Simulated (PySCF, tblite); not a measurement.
# C12H36S4Si5: electronic excitations, NMR shifts

Aim: compute the electronic excitations, NMR shifts of C12H36S4Si5 (`C[Si](C)(C)S[Si](C)(C)S[Si](C)(C)S[Si](C)(C)S[Si](C)(C)C`).

Computed with tblite 0.8.0 and PySCF 2.14.0 and routines of our own; the level stands in each step. Atoms count from 0.

### Step 1. The system as given

57 atoms, charge 0, multiplicity 1; geometry from: force field, distance geometry or constructed start.

### Step 2. Optimising the geometry with GFN2-xTB

The job: settings as JSON, then the geometry in Å.

```
{"job": {"kind": "relax", "xc": "GFN2-xTB", "basis": "xTB"}, "charge": 0, "multiplicity": 1}
C     -6.098700     2.089500    -1.547700
Si    -5.418700     0.728400    -0.465000
C     -6.714900    -0.586800    -0.249000
C     -4.911300     1.463500     1.161500
S     -3.757100    -0.095200    -1.548200
Si    -2.630100    -1.241400    -0.160500
C     -3.716000    -2.294900     0.912700
C     -1.511800    -2.381900    -1.114600
S     -1.461500    -0.008100     1.132000
Si    -0.366200     1.327700    -0.124300
C     -1.436400     2.806000    -0.501700
C      0.277700     0.591000    -1.680000
S      1.209600     2.107400     1.116900
Si     2.697300     0.560800     1.211700
C      3.800900     1.053700     2.622000
C      1.961600    -1.105000     1.513300
S      3.741800     0.619100    -0.649600
Si     5.597000    -0.413900    -0.336800
C      6.790200     0.717100     0.543400
C      6.270000    -0.779800    -2.046100
C      5.365200    -2.007000     0.574600
H     -6.974700     2.557500    -1.073100
H     -5.349700     2.874000    -1.709000
H     -6.419800     1.693100    -2.519600
H     -7.642300    -0.143700     0.144800
H     -6.966100    -1.059100    -1.204500
H     -6.407600    -1.365100     0.444500
H     -4.587400     0.698700     1.883500
H     -5.752100     1.989800     1.622000
H     -4.097900     2.182300     1.049700
H     -3.108600    -2.996600     1.501300
H     -4.410500    -2.890000     0.312400
H     -4.302400    -1.705400     1.623400
H     -1.004200    -1.884000    -1.937800
H     -0.752100    -2.827600    -0.471600
H     -2.095700    -3.202800    -1.553100
H     -2.260700     2.552700    -1.172200
H     -1.858100     3.236800     0.411600
H     -0.849400     3.587600    -0.992300
H     -0.529700     0.406500    -2.395000
H      0.976400     1.272000    -2.175900
H      0.809400    -0.358300    -1.513400
H      4.344600     1.979700     2.406000
H      4.542900     0.271700     2.842400
H      3.218000     1.207200     3.538800
H      1.424100    -1.484100     0.630500
H      1.271300    -1.090400     2.352000
H      2.731700    -1.840700     1.754900
H      7.793800     0.274100     0.558300
H      6.866000     1.684000     0.037500
H      6.496300     0.890600     1.580300
H      7.237300    -1.293400    -1.981200
H      5.578200    -1.423000    -2.606400
H      6.411000     0.140100    -2.622000
H      6.286500    -2.606800     0.540200
H      5.128100    -1.847100     1.628400
H      4.576400    -2.618400     0.125100
```

Launch:

```
$ OMP_NUM_THREADS=2 python large_run.py task.json out
```

This one command runs all jobs of the session in turn.

The program printed:

```text
step      E/eV     max force
  0   -1791.11358    1.680
  1   -1791.34327    0.670
  2   -1791.39501    0.456
  3   -1791.43923    0.230
  4   -1791.46925    0.215
  5   -1791.48633    0.231
  6   -1791.49782    0.232
  7   -1791.50697    0.167
  8   -1791.51292    0.126
  9   -1791.51673    0.135
 10   -1791.51999    0.099
 11   -1791.52159    0.070
 12   -1791.52447    0.072
 13   -1791.52564    0.071
 14   -1791.52748    0.063
 15   -1791.52949    0.092
 16   -1791.53276    0.118
 17   -1791.53592    0.091
 18   -1791.53821    0.106
 19   -1791.53976    0.101
 20   -1791.54139    0.075
 21   -1791.54304    0.073
 22   -1791.54405    0.040
 23   -1791.54446    0.034
 24   -1791.54474    0.032
 25   -1791.54525    0.049
 26   -1791.54615    0.072
 27   -1791.54745    0.075
 28   -1791.54872    0.057
 29   -1791.54959    0.039
 30   -1791.55025    0.042
 31   -1791.55101    0.053
 32   -1791.55196    0.078
 33   -1791.55300    0.076
 34   -1791.55395    0.049
 35   -1791.55475    0.050
 36   -1791.55546    0.064
 37   -1791.55609    0.067
 38   -1791.55663    0.058
 39   -1791.55713    0.045
 40   -1791.55766    0.045
 41   -1791.55819    0.046
 42   -1791.55869    0.040
 43   -1791.55917    0.042
 44   -1791.55967    0.054
 45   -1791.56017    0.054
 46   -1791.56059    0.042
 47   -1791.56089    0.032
 48   -1791.56112    0.033
 49   -1791.56135    0.036
 50   -1791.56161    0.038
 51   -1791.56189    0.031
 52   -1791.56218    0.029
 53   -1791.56247    0.030
 54   -1791.56278    0.043
 55   -1791.56316    0.043
 56   -1791.56355    0.033
 57   -1791.56387    0.033
 58   -1791.56409    0.026
 59   -1791.56426    0.023
 60   -1791.56442    0.024
 61   -1791.56457    0.024
 62   -1791.56473    0.024
 63   -1791.56490    0.024
 64   -1791.56516    0.033
 65   -1791.56556    0.050
 66   -1791.56609    0.055
 67   -1791.56661    0.041
 68   -1791.56700    0.040
 69   -1791.56729    0.033
 70   -1791.56758    0.033
 71   -1791.56787    0.029
 72   -1791.56811    0.033
 73   -1791.56832    0.031
 74   -1791.56855    0.035
 75   -1791.56884    0.043
 76   -1791.56919    0.040
 77   -1791.56953    0.038
 78   -1791.56984    0.031
 79   -1791.57006    0.024
 80   -1791.57021    0.022
 81   -1791.57036    0.026
 82   -1791.57052    0.026
 83   -1791.57068    0.028
 84   -1791.57086    0.027
 85   -1791.57105    0.028
 86   -1791.57128    0.026
 87   -1791.57156    0.043
 88   -1791.57188    0.050
 89   -1791.57217    0.039
 90   -1791.57246    0.024
 91   -1791.57272    0.034
 92   -1791.57301    0.049
 93   -1791.57337    0.049
 94   -1791.57371    0.032
 95   -1791.57401    0.028
 96   -1791.57427    0.034
 97   -1791.57450    0.040
 98   -1791.57469    0.031
 99   -1791.57486    0.029
100   -1791.57498    0.034
101   -1791.57517    0.029
102   -1791.57539    0.025
103   -1791.57567    0.023
104   -1791.57588    0.025
105   -1791.57610    0.035
106   -1791.57634    0.040
107   -1791.57657    0.034
108   -1791.57675    0.023
109   -1791.57690    0.025
110   -1791.57702    0.034
111   -1791.57716    0.028
112   -1791.57732    0.024
113   -1791.57753    0.025
114   -1791.57769    0.024
115   -1791.57797    0.031
116   -1791.57825    0.034
117   -1791.57851    0.025
118   -1791.57866    0.020
119   -1791.57875    0.018
```

Wall time 13 s (2 threads of Arm Neoverse N1, shared host); peak memory 0.18 GiB.

Along the way:

```
step  energy from step 0 (eV)  largest force (eV/Å)
   0                   0.0000                1.6807
   1                  -0.2297                0.6704
   2                  -0.2814                0.4559
   3                  -0.3256                0.2296
   4                  -0.3557                0.2153
   5                  -0.3727                0.2315
   6                  -0.3842                0.2323
   7                  -0.3934                0.1670
   8                  -0.3993                0.1258
  17                  -0.4223                0.0913
  27                  -0.4339                0.0753
  37                  -0.4425                0.0668
  46                  -0.4470                0.0420
  56                  -0.4500                0.0333
  66                  -0.4525                0.0549
  76                  -0.4556                0.0399
  85                  -0.4575                0.0277
  95                  -0.4604                0.0277
 105                  -0.4625                0.0346
 115                  -0.4644                0.0305
 116                  -0.4647                0.0337
 117                  -0.4649                0.0248
 118                  -0.4651                0.0203
 119                  -0.4652                0.0182
```

Close pairs (by a distance rule), those that changed most:

```
    bond  before (Å)  after (Å)  change (Å)
Si13–C15       1.846      1.903      +0.057
 Si9–C11       1.838      1.894      +0.056
Si17–C20       1.850      1.905      +0.055
  Si1–S4       2.148      2.198      +0.050
  Si1–C3       1.856      1.903      +0.048
  Si1–C2       1.859      1.906      +0.047
  Si5–C6       1.855      1.899      +0.044
  S8–Si9       2.136      2.178      +0.042
```

The final coordinates are the input of the step that follows.

### Step 3. Electronic excitations: TDA B3LYP/6-31G*

The job: settings as JSON, then the geometry in Å.

```
{"job": {"kind": "uv", "basis": "6-31G*", "grid": 1, "kgrid": 0, "vcut": 1.5, "nstates": 6, "ntriplets": 2, "tda": true, "delta": [], "pop": true, "xc": "B3LYP"}, "charge": 0, "multiplicity": 1}
C     -5.867965     2.213372    -1.652652
Si    -5.309156     0.820626    -0.485091
C     -6.692429    -0.475640    -0.287605
C     -4.740813     1.491223     1.203221
S     -3.662314    -0.116732    -1.598678
Si    -2.615896    -1.385991    -0.206050
C     -3.754651    -2.403810     0.922265
C     -1.521386    -2.531858    -1.253069
S     -1.421303    -0.198791     1.167005
Si    -0.429790     1.308730    -0.052121
C     -1.588603     2.780023    -0.349995
C      0.222426     0.581929    -1.674825
S      1.148611     2.094324     1.200490
Si     2.653721     0.542540     1.277908
C      3.803486     1.124496     2.671115
C      1.918299    -1.173882     1.643575
S      3.614485     0.501884    -0.664128
Si     5.572380    -0.419615    -0.379015
C      6.759902     0.822218     0.440448
C      6.150324    -0.825645    -2.143529
C      5.413309    -2.005562     0.664381
H     -6.771781     2.688048    -1.284325
H     -5.108115     2.982230    -1.754674
H     -6.073754     1.824422    -2.645113
H     -7.625370     0.001801    -0.004656
H     -6.864356    -1.009203    -1.217860
H     -6.457187    -1.210341     0.475729
H     -3.978979     0.864910     1.658717
H     -5.577892     1.552321     1.892294
H     -4.322439     2.488533     1.107789
H     -3.168175    -3.106733     1.504983
H     -4.472746    -2.969203     0.336676
H     -4.299265    -1.775973     1.619937
H     -1.151054    -2.031925    -2.141359
H     -0.669002    -2.880128    -0.678127
H     -2.083487    -3.401963    -1.576829
H     -2.469561     2.463709    -0.899648
H     -1.905986     3.226023     0.587625
H     -1.084710     3.548055    -0.927842
H     -0.599817     0.382056    -2.355039
H      0.899409     1.282794    -2.152551
H      0.775598    -0.338765    -1.518146
H      4.274554     2.068387     2.415783
H      4.582057     0.397545     2.878869
H      3.233202     1.278843     3.581150
H      1.614611    -1.673300     0.727922
H      1.040849    -1.087355     2.276481
H      2.636814    -1.812451     2.147616
H      7.786687     0.477335     0.367999
H      6.701411     1.791730    -0.045013
H      6.535465     0.969105     1.491923
H      7.148295    -1.252607    -2.135688
H      5.486633    -1.535487    -2.626815
H      6.173881     0.068492    -2.758264
H      6.346807    -2.559207     0.660930
H      5.166541    -1.784285     1.698294
H      4.640159    -2.659297     0.272462
```

Method: TDA B3LYP/6-31G*, vertical, gas phase, core orbitals frozen in the response, virtual orbitals cut by energy.

The program printed:

```text
start: PBE on a coarse grid of 47274 points
cycle   1  E = -3517.0110606272  dE =  1.058e+00  |g| = 1.475e+00  |ddm| = 6.739e+00
cycle   2  E = -3516.4016653219  dE =  6.094e-01  |g| = 2.052e+00  |ddm| = 3.618e+00
cycle   3  E = -3517.5884622535  dE = -1.187e+00  |g| = 1.592e-01  |ddm| = 2.238e+00
cycle   4  E = -3517.5964842259  dE = -8.022e-03  |g| = 5.172e-02  |ddm| = 3.515e-01
cycle   5  E = -3517.5973487514  dE = -8.645e-04  |g| = 1.503e-02  |ddm| = 9.824e-02
cycle   6  E = -3517.5974239661  dE = -7.521e-05  |g| = 2.310e-03  |ddm| = 2.718e-02
final grid: 190734 points
cycle   7  E = -3519.5527911452  dE = -8.222e-03  |g| = 7.123e-02  |ddm| = 4.408e-01
cycle   8  E = -3519.5520073805  dE =  7.838e-04  |g| = 8.601e-02  |ddm| = 2.447e-01
cycle   9  E = -3519.5544215459  dE = -2.414e-03  |g| = 7.513e-03  |ddm| = 1.432e-01
cycle  10  E = -3519.5544341232  dE = -1.258e-05  |g| = 2.987e-03  |ddm| = 1.506e-02
cycle  11  E = -3519.5544355377  dE = -1.415e-06  |g| = 5.473e-04  |ddm| = 4.532e-03
cycle  12  E = -3519.5544322892  dE =  3.248e-06  |g| = 1.681e-04  |ddm| = 1.072e-03
cycle  13  E = -3519.5544350951  dE = -2.806e-06  |g| = 5.485e-05  |ddm| = 2.962e-04
converged SCF energy = -3519.5544350951

Static polarisability (au): isotropic 311.186, principal 260.449 277.004 396.104

Singlet excitations
state   eV       nm        f      main configurations
  1   5.9917    206.9   0.00246   H->L 0.67, H-1->L 0.09
  2   6.0389    205.3   0.01322   H-1->L+1 0.65, H->L+1 0.15, H-1->L+2 0.10
  3   6.1141    202.8   0.07220   H->L+2 0.46, H->L+1 0.22, H->L 0.14
  4   6.1979    200.0   0.00370   H-1->L 0.36, H-2->L+1 0.15, H-2->L 0.10
  5   6.3041    196.7   0.04800   H->L+1 0.24, H-2->L+1 0.23, H-1->L 0.20
  6   6.3630    194.9   0.00785   H-3->L+2 0.40, H-3->L+1 0.18, H-3->L 0.13

Triplet excitations (Tamm-Dancoff, eV): 5.6413 5.6820
```

It took 1.9 min on 2 threads of Arm Neoverse N1, shared host; peak memory 1.5 GiB.

The orbitals next to the gap, with their largest atomic shares:

```
orbital     eV                           atoms
 HOMO−4  -7.41       S16 33 %, S4 13 %, S8 9 %
 HOMO−3  -6.66                S8 38 %, S4 36 %
 HOMO−2  -6.62     S12 51 %, S16 16 %, S4 10 %
 HOMO−1  -6.30      S16 58 %, S8 10 %, S12 9 %
   HOMO  -6.27      S8 37 %, S4 24 %, S12 16 %
   LUMO   0.68     Si9 27 %, Si5 20 %, S8 11 %
 LUMO+1   0.73  Si13 30 %, S12 16 %, Si17 11 %
 LUMO+2   0.83      Si5 30 %, S4 12 %, S8 11 %
 LUMO+3   1.13   Si9 16 %, Si13 16 %, Si1 11 %
```

With each of the 6 states as a Gaussian band of 0.4 eV half-width at 1/e, the curve within the window shown has maxima at 201 nm (ε 5,600) L/(mol cm). Beyond the last state computed it falls off for lack of states. The curve at chosen wavelengths:

```csv
nm,ε (L/mol/cm)
186,1586
188,2233
189,2590
191,3336
193,4070
195,4717
196,4987
198,5384
200,5562
201,5564
203,5404
205,5051
207,4553
208,4266
210,3654
212,3031
214,2439
215,2164
217,1669
219,1254
220,1076
222,779
224,550
226,381
227,314
229,211
```

Leading natural transition orbitals of singlet state 3: the hole lies on S8 46 %; S4 27 %; the particle on Si5 22 %; S4, S8 about 12 % each; Si9 13 %.

Leading natural transition orbitals of singlet state 1: the hole lies on S8 58 %; S4 15 %; the particle on S8 19 %; Si5, Si9 about 17 % each; S4 10 %.

Further results of this job:

```
           property  computed
  dipole moment (D)      2.38
polarisability (Å³)     46.11
 HOMO–LUMO gap (eV)      6.95
      −ε(HOMO) (eV)      6.27
```

Orbitals, density, ELF and potential are computed afterwards from the orbital file.

Frontier orbitals at B3LYP/6-31G*, with the share of their density that lies nearest to each atom:

```
orbital  energy (eV)                                      lies on
   HOMO        -6.27                   S8 34 %; S4 22 %; S12 16 %
   LUMO         0.68  Si9 20 %; Si5 13 %; S8, S12 about 12 % each
```

ELF in a plane through or near 8 of the atoms.

Values, 10 rows by 14 columns:
```
0.00 0.00 0.00 0.00 0.00 0.00 0.00 0.00 0.00 0.00 0.00 0.00 0.00 0.00
0.00 0.00 0.00 0.00 0.00 0.00 0.01 0.00 0.00 0.00 0.00 0.00 0.00 0.00
0.00 0.00 0.00 0.00 0.13 0.06 0.82 0.04 0.98 0.01 0.23 0.00 0.00 0.00
0.00 0.00 0.34 0.15 0.48 0.18 0.42 0.34 0.17 0.15 0.89 0.01 0.00 0.00
0.00 0.04 0.45 0.25 0.21 0.59 0.52 0.27 0.63 0.39 0.31 0.04 0.02 0.00
0.00 0.00 0.00 0.16 0.01 0.89 0.20 0.86 0.43 0.03 0.10 0.23 0.91 0.00
0.00 0.00 0.38 0.87 0.14 0.55 0.53 0.42 0.26 0.64 0.06 0.99 0.07 0.00
0.00 0.00 0.28 0.14 0.08 0.02 0.02 0.00 0.14 0.31 0.48 0.17 0.00 0.00
0.00 0.00 0.00 0.00 0.00 0.00 0.00 0.00 0.07 0.14 0.27 0.00 0.00 0.00
0.00 0.00 0.00 0.00 0.00 0.00 0.00 0.00 0.00 0.00 0.00 0.00 0.00 0.00
```
The map spans 20.7 Å across and 12.4 Å up, centred on the molecule. Atoms in the plane (x, y in Å): C3 (4.8, 1.2), C6 (3.5, -2.6), S8 (1.3, -0.2), S12 (-1.1, 2.2), Si13 (-2.7, 0.8), H29 (4.4, 2.2), H50 (-6.5, 1.5), H55 (-5.4, -1.4).

log10 of the density (e/Å³) in the same plane.

Values, 10 rows by 14 columns:
```
-4.0 -4.0 -4.0 -4.0 -4.0 -4.0 -4.0 -4.0 -4.0 -4.0 -4.0 -4.0 -4.0 -4.0
-4.0 -4.0 -4.0 -4.0 -4.0 -3.7 -2.9 -3.6 -3.1 -4.0 -4.0 -4.0 -4.0 -4.0
-4.0 -4.0 -3.3 -3.2 -2.3 -2.0 -0.9 -1.8 -1.1 -2.2 -2.2 -4.0 -4.0 -4.0
-4.0 -3.1 -1.4 -1.5 -1.0 -1.0  2.0 -0.9 -1.3 -1.4 -0.3 -2.2 -4.0 -4.0
-4.0 -2.5 -0.9 -1.1 -0.9  1.6 -0.6 -0.7 -0.7 -0.9  0.3 -1.6 -2.7 -4.0
-4.0 -3.5 -2.2 -1.1 -1.6 -0.1 -0.9 -0.3  0.1 -1.4 -1.2 -0.9 -1.3 -3.7
-4.0 -4.0 -1.7  0.0 -1.2 -0.4 -0.8 -1.3 -0.8 -0.3 -1.4 -0.3 -1.9 -4.0
-4.0 -4.0 -2.2 -1.5 -2.0 -2.3 -2.5 -2.5 -1.3  0.3 -1.1 -2.2 -3.5 -4.0
-4.0 -4.0 -4.0 -3.8 -4.0 -4.0 -4.0 -3.7 -2.3 -1.6 -2.1 -4.0 -4.0 -4.0
-4.0 -4.0 -4.0 -4.0 -4.0 -4.0 -4.0 -4.0 -4.0 -4.0 -4.0 -4.0 -4.0 -4.0
```
The map spans 20.7 Å across and 12.4 Å up, centred on the molecule. Atoms in the plane (x, y in Å): C3 (4.8, 1.2), C6 (3.5, -2.6), S8 (1.3, -0.2), S12 (-1.1, 2.2), Si13 (-2.7, 0.8), H29 (4.4, 2.2), H50 (-6.5, 1.5), H55 (-5.4, -1.4).

On the surface of density 0.002 e/bohr³ the electrostatic potential runs, from the 1st to the 99th percentile, from -1.18 V near S12 to 0.79 V near H55.

[end of part 1 of 2]
